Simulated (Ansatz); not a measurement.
# Li4HgS3: the cost of one run

Method: DFT PBE, scalar-relativistic, plane waves, PAW, in Ansatz 0.2.0.

## 1. Starting point

The structure is trigonal, space group P3m1 (No. 156). Conventional cell: a = 3.525 Å, b = 3.525 Å, c = 13.136 Å, α = 90.00°, β = 90.00°, γ = 120.00°. Around Li (site symmetry 3m) lie 6 S at 2.50 Å. Li (site symmetry 3m) is surrounded by 3 Li at 2.95 Å and 3 Hg at 3.00 Å. Around Li (site symmetry 3m) lie 3 S at 2.50 Å. Hg (site symmetry 3m) is surrounded by 3 S at 2.55 Å. S (site symmetry 3m) has 3 Li at 2.50 Å and 3 Hg at 2.55 Å in its first shell of neighbours. S (site symmetry 3m) has 6 Li at 2.50 Å in its first shell of neighbours.

As a file:

```xyz
8
Lattice="3.5250 0.0000 0.0000 -1.7625 3.0527 0.0000 0.0000 0.0000 13.1358" Properties=species:S:1:pos:R:3 pbc="T T T"
Li    0.0000    0.0000    0.0000
Li    1.7625    1.0176    5.1925
Li    0.0000    0.0000    7.3280
Li    1.7625    1.0176   10.2319
Hg    0.0000    2.0352    2.9884
S     1.7625    1.0176    1.4519
S     0.0000    2.0352    8.7800
S     0.0000    2.0352   11.6839
```

The cell is invented: close-packed metal layers stacked ABCAC|A, with sites between them filled layer by layer (P3m1, No. 156). Lengths come from tabulated atomic sizes and are only a guess.

## 2. A first look at the guess

input.yaml

```yaml
crystal:
  lattice:
    - [3.525, 0.0, 0.0]
    - [-1.7625, 3.05273955, 0.0]
    - [0.0, 0.0, 13.13580181]
  atoms:
    - { symbol: Li, position: [0.0, 0.0, 0.0] }
    - { symbol: Li, position: [0.66666667, 0.33333333, 0.39529269] }
    - { symbol: Li, position: [0.0, 0.0, 0.55786837] }
    - { symbol: Li, position: [0.66666667, 0.33333333, 0.77893419] }
    - { symbol: Hg, position: [0.33333333, 0.66666667, 0.22749817] }
    - { symbol: S, position: [0.66666667, 0.33333333, 0.11053291] }
    - { symbol: S, position: [0.33333333, 0.66666667, 0.66840128] }
    - { symbol: S, position: [0.33333333, 0.66666667, 0.88946709] }
basis:
  ecutwfc: 420
kpoints:
  mp_grid: { grid: [6, 6, 2] }
hamiltonian:
  xc: pbe
scf:
  occupations: { method: gaussian, width: 0.1 }
  lower_state_search: "off"
output:
  forces: true
  stress: true
  eigenvalues: true
```

Started as:

```sh
$ ansatz run input.yaml --threads 1 --pin off --max-ram 2560MiB --backend cpu --events-out ev --progress --plain --runs-dir out
```

What time and memory should one allow on 1 thread of Intel Xeon at 2.50GHz (Skylake/Cascade Lake), shared host?

About 11 s, with a peak of 0.38 GiB.
